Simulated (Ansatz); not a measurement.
# C7H7F: the cost of one run

The runs use Ansatz 0.2.0, Gaussian basis; the settings change from run to run.

1 further run of the same task is left out (it didn't finish).

### 1 The relaxed structure

The geometry comes from an earlier relaxation with PBE0-D4 in a triple-zeta def2 set; it is a stationary point, not always the lowest conformer.

15 atoms, charge 0, spin multiplicity 1.

Atoms are counted from 1 here; the program's logs count them from 0.

Bond lengths: C1–C2 1.499 Å, C1–H9 1.095 Å, C1–H10 1.092 Å, C1–H11 1.092 Å, C2–C3 1.392 Å, C2–C8 1.392 Å, C3–C4 1.386 Å, C3–H12 1.085 Å, C4–C5 1.380 Å, C4–H13 1.083 Å, C5–F6 1.341 Å, C5–C7 1.380 Å, C7–C8 1.386 Å, C7–H14 1.083 Å, C8–H15 1.085 Å. Angles: C2–C1–H9 111.1°, C2–C1–H10 111.4°, C2–C1–H11 111.4°, H9–C1–H10 107.4°, H9–C1–H11 107.4°, H10–C1–H11 108.1°, C1–C2–C3 121.0°, C1–C2–C8 121.0°, C3–C2–C8 118.0°, C2–C3–C4 121.5°, C2–C3–H12 119.4°, C4–C3–H12 119.1°, C3–C4–C5 118.6°, C3–C4–H13 121.7°, C5–C4–H13 119.7°, C4–C5–F6 119.1°, C4–C5–C7 121.8°, F6–C5–C7 119.1° and more.

### 2 CAM-B3LYP/6-31++G**

Options: finite nuclei.

Contents of in.yaml:

```yaml
crystal:
  periodic: [false, false, false]
  atoms:
    - {symbol: C, position_ang: [0.706643, -2.066741, 0.469171]}
    - {symbol: C, position_ang: [0.240183, -0.680866, 0.140506]}
    - {symbol: C, position_ang: [0.991810, 0.432939, 0.502920]}
    - {symbol: C, position_ang: [0.556483, 1.720514, 0.230360]}
    - {symbol: C, position_ang: [-0.650821, 1.886588, -0.417126]}
    - {symbol: F, position_ang: [-1.080243, 3.127175, -0.688778]}
    - {symbol: C, position_ang: [-1.425053, 0.809496, -0.797856]}
    - {symbol: C, position_ang: [-0.969228, -0.468607, -0.514664]}
    - {symbol: H, position_ang: [0.337745, -2.384205, 1.449514]}
    - {symbol: H, position_ang: [1.796323, -2.123408, 0.496882]}
    - {symbol: H, position_ang: [0.348203, -2.791369, -0.264227]}
    - {symbol: H, position_ang: [1.941649, 0.293352, 1.008500]}
    - {symbol: H, position_ang: [1.140759, 2.588863, 0.508666]}
    - {symbol: H, position_ang: [-2.364336, 0.977422, -1.310119]}
    - {symbol: H, position_ang: [-1.570115, -1.321120, -0.813759]}
basis:
  gaussian: {orbitals: "6-31++G**", nuclear_model: gaussian}
hamiltonian: {xc: {name: CAM-B3LYP}}
output: {forces: true}
```

The run is started by

```
$ ansatz run in.yaml --threads 2 --pin off --events-out ev --progress --plain --max-ram 32768MiB --backend cpu
```

Q: Estimate wall time and peak memory on 2 threads of AMD EPYC 7R13, shared host.

About 8 s, with a peak of 0.75 GiB.
